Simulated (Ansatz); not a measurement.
# C₄H₁₀Cl₂InN: one species, many methods

One table from this session's results is given with a row withheld; the runs are named, their logs left out.

Computed with Ansatz 0.2.0, Gaussian basis. Level: functionals in def2-TZVPP, the program's frozen cores in correlated methods.

Levels to be run: LDA (SPW92), PBE-D4, revPBE-D4, BLYP-D4, r2SCAN-D4, B97M-V, PBE0-D4, B3LYP-D4, r2SCANh-D4, r2SCAN0-D4, HSE06-D4, BHLYP-D4, CAM-B3LYP-D4, LC-ωPBE, ωB97X-V, ωB97M-V, B2PLYP, PBE-QIDH; CCSD(T)/def2-SVP; CCSD(T)/def2-TZVPP; MP2/def2-QZVPP; extrapolation to the limit; RPA on PBE.

## The geometry

An earlier PBE0-D4 in a triple-zeta def2 set relaxation fixed the geometry. In takes the def2 core potential; no spin-orbit term is included.

SMILES `CC(C)(C)[NH][In]([Cl])[Cl]`, 18 atoms, charge 0, spin multiplicity 1.

Atoms are counted from 1 here; the program's logs count them from 0.

Bond lengths: C1–C2 1.529 Å, C1–H9 1.093 Å, C1–H10 1.093 Å, C1–H11 1.095 Å, C2–C3 1.523 Å, C2–C4 1.527 Å, C2–N5 1.464 Å, C3–H12 1.092 Å, C3–H13 1.092 Å, C3–H14 1.094 Å, C4–H15 1.092 Å, C4–H16 1.092 Å, C4–H17 1.094 Å, N5–In6 2.002 Å, N5–H18 1.013 Å, In6–Cl7 2.312 Å, In6–Cl8 2.316 Å. Angles: C2–C1–H9 110.6°, C2–C1–H10 111.6°, C2–C1–H11 110.4°, H9–C1–H10 108.2°, H9–C1–H11 108.3°, H10–C1–H11 107.7°, C1–C2–C3 109.8°, C1–C2–C4 109.6°, C1–C2–N5 112.0°, C3–C2–C4 109.7°, C3–C2–N5 108.6°, C4–C2–N5 107.1°, C2–C3–H12 110.4°, C2–C3–H13 110.7°, C2–C3–H14 111.3°, H12–C3–H13 108.6°, H12–C3–H14 108.4°, H13–C3–H14 107.3° and more.

The first run:

The input, in.yaml:

```yaml
crystal:
  periodic: [false, false, false]
  atoms:
    - {symbol: C, position_ang: [0.674993, 1.412978, 0.022709]}
    - {symbol: C, position_ang: [0.126243, 0.045127, 0.428602]}
    - {symbol: C, position_ang: [1.122609, -1.042729, 0.051760]}
    - {symbol: C, position_ang: [-0.119480, 0.017848, 1.935148]}
    - {symbol: N, position_ang: [-1.152836, -0.246718, -0.222177]}
    - {symbol: In, position_ang: [-1.409272, -0.456996, -2.196230]}
    - {symbol: Cl, position_ang: [0.210861, -0.992862, -3.756310]}
    - {symbol: Cl, position_ang: [-3.570436, -0.370525, -3.025246]}
    - {symbol: H, position_ang: [-0.047874, 2.200831, 0.249796]}
    - {symbol: H, position_ang: [1.606605, 1.644220, 0.546169]}
    - {symbol: H, position_ang: [0.882945, 1.437791, -1.052069]}
    - {symbol: H, position_ang: [0.745748, -2.023767, 0.348122]}
    - {symbol: H, position_ang: [2.081880, -0.874949, 0.545732]}
    - {symbol: H, position_ang: [1.309556, -1.055532, -1.026458]}
    - {symbol: H, position_ang: [0.808472, 0.200410, 2.481624]}
    - {symbol: H, position_ang: [-0.518182, -0.951841, 2.238905]}
    - {symbol: H, position_ang: [-0.835852, 0.791875, 2.226501]}
    - {symbol: H, position_ang: [-1.915981, 0.264861, 0.203421]}
basis:
  gaussian: {orbitals: def2-TZVPP}
hamiltonian: {xc: lda}
output: {orbitals: {seedname: orbitals}}
```

The run is started by

```
ansatz run in.yaml --threads 5 --pin off --events-out ev --progress --plain --max-ram 66560MiB --backend cuda --devices 0, --max-vram 37GiB
```

Steps of the session up to this table: LDA; PBE-D4 (GGA); revPBE-D4 (GGA); BLYP-D4 (GGA); r2SCAN-D4 (meta-GGA); B97M-V (meta-GGA); PBE0-D4 (hybrid); B3LYP-D4 (hybrid); r2SCANh-D4 (hybrid); r2SCAN0-D4 (hybrid); HSE06-D4 (hybrid); BHLYP-D4 (hybrid); CAM-B3LYP-D4 (range-separated); LC-ωPBE (range-separated); ωB97X-V (range-separated); ωB97M-V (range-separated); B2PLYP (double hybrid); PBE-QIDH (double hybrid).

One of the session's tables, all rows but one given; the rest of the session is left out.

It belongs to the step «Frontier levels by functional». 

| functional | HOMO (eV) | LUMO (eV) | gap (eV) |
| --- | --- | --- | --- |
| LDA (SPW92) | -6.17 | -3.08 | 3.10 |
| PBE-D4 | -5.97 | -2.77 | 3.20 |
| revPBE-D4 | -5.89 | -2.64 | 3.25 |
| BLYP-D4 | -5.85 | -2.71 | 3.14 |
| r2SCAN-D4 | -6.22 | -2.58 | 3.65 |
| B97M-V | -6.33 | -2.65 | 3.68 |
| PBE0-D4 | -7.25 | -1.90 | 5.36 |
| B3LYP-D4 | -7.04 | -2.20 | 4.84 |
| r2SCANh-D4 | -6.71 | -2.26 | 4.44 |
| r2SCAN0-D4 | -7.44 | -1.79 | 5.65 |
| HSE06-D4 | -6.85 | -2.27 | 4.59 |
| BHLYP-D4 | ? | ? | ? |
| CAM-B3LYP-D4 | -8.64 | -0.95 | 7.69 |
| LC-ωPBE | -9.97 | 0.33 | 10.30 |
| ωB97X-V | -9.64 | 0.14 | 9.77 |
| ωB97M-V | -9.55 | -0.02 | 9.53 |

Estimate the missing values for BHLYP-D4.

Worked estimate for «HOMO (eV)». Against the share of exact exchange, BLYP-D4 (0, -5.85), B3LYP-D4 (0.2, -7.04) give a slope of -5.95 per unit share; at 0.5 the line stands at -8.82.

As computed: HOMO (eV): -8.48; LUMO (eV): -1.03; gap (eV): 7.45. In «HOMO (eV)» the line misses by -0.34.
